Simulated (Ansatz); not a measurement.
# Ba3Ca4O7: the cost of one run

Method: DFT PBE, scalar-relativistic, plane waves, PAW, in Ansatz 0.2.0.

## 1. The system as given

The cell holds 14 atoms (Ba3Ca4O7): a = 6.146 Å, b = 6.162 Å, c = 6.124 Å, α = 88.94°, β = 86.17°, γ = 89.12°.

It is the last frame of an earlier stage of the same melt, run at 1360 K.

Coordinates:

```
CELL_PARAMETERS angstrom
6.14227 0.04636 0.20469
0.04636 6.16181 0.05605
0.20469 0.05605 6.12050
ATOMIC_POSITIONS crystal
Ba 0.87868 0.92642 0.78014
Ba 0.22863 0.39320 0.66714
Ba 0.25582 0.82503 0.33545
O 0.14936 0.14681 0.95802
O 0.96982 0.61457 0.47721
O 0.60875 0.59027 0.17315
O 0.01965 0.18663 0.46364
O 0.55373 0.90454 0.56208
O 0.62444 0.11230 0.03602
O 0.11687 0.62151 0.00385
Ca 0.36315 0.35191 0.14337
Ca 0.87667 0.36845 0.15570
Ca 0.78380 0.88432 0.28983
Ca 0.41857 0.87086 0.88254
```

## 2. Langevin stage at 300 K

One k point, a Fermi-Dirac width of 0.050 eV and a fixed cell.

The input, input.yaml:

```yaml
crystal:
  lattice:
    - [6.142269, 0.046355, 0.204695]
    - [0.046355, 6.161809, 0.056051]
    - [0.204695, 0.056051, 6.120505]
  atoms:
    - { symbol: Ba, position: [0.878683865, 0.9264248616, 0.7801391964] }
    - { symbol: Ba, position: [0.228633149, 0.3932001832, 0.6671421056] }
    - { symbol: Ba, position: [0.2558191713, 0.8250266339, 0.3354472591] }
    - { symbol: O, position: [0.1493559659, 0.1468091046, 0.9580212692] }
    - { symbol: O, position: [0.9698209007, 0.6145669714, 0.4772100217] }
    - { symbol: O, position: [0.6087521965, 0.5902671893, 0.1731456139] }
    - { symbol: O, position: [0.0196533109, 0.1866275017, 0.4636403981] }
    - { symbol: O, position: [0.553733094, 0.9045436747, 0.5620760244] }
    - { symbol: O, position: [0.6244410616, 0.1123001054, 0.0360191052] }
    - { symbol: O, position: [0.1168747703, 0.6215143066, 0.0038489734] }
    - { symbol: Ca, position: [0.3631468758, 0.3519086169, 0.1433659841] }
    - { symbol: Ca, position: [0.8766703744, 0.3684465409, 0.1556974908] }
    - { symbol: Ca, position: [0.7838026241, 0.8843202103, 0.2898283093] }
    - { symbol: Ca, position: [0.4185745178, 0.870856306, 0.882537992] }
  symmetry: { detect: false }
basis:
  ecutwfc: 420
  xc_grid: 1
kpoints:
  mp_grid: { grid: [1, 1, 1], shift: [0.0, 0.0, 0.0] }
hamiltonian:
  xc: pbe
scf:
  occupations: { method: fermi_dirac, width: 0.05 }
  lower_state_search: "off"
  convergence: { dr2_threshold: 1.0e-05 }
output:
  forces: true
  stress: true
md:
  timestep: 2.0
  n_steps: 250
  ensemble: nvt_langevin
  friction: 0.03
  temperature: 300.0
  initial_velocities: maxwell_boltzmann
  seed: 78834
```

Started as:

```
$ ansatz run input.yaml --threads 2 --pin off --max-ram 5120MiB --backend cpu --events-out ev --progress --plain --runs-dir out
```

**Question.** How long does this run take on 2 threads of Arm Neoverse V1, shared host, and how much memory does it need?

About 2.5 min, with a peak of 0.36 GiB.
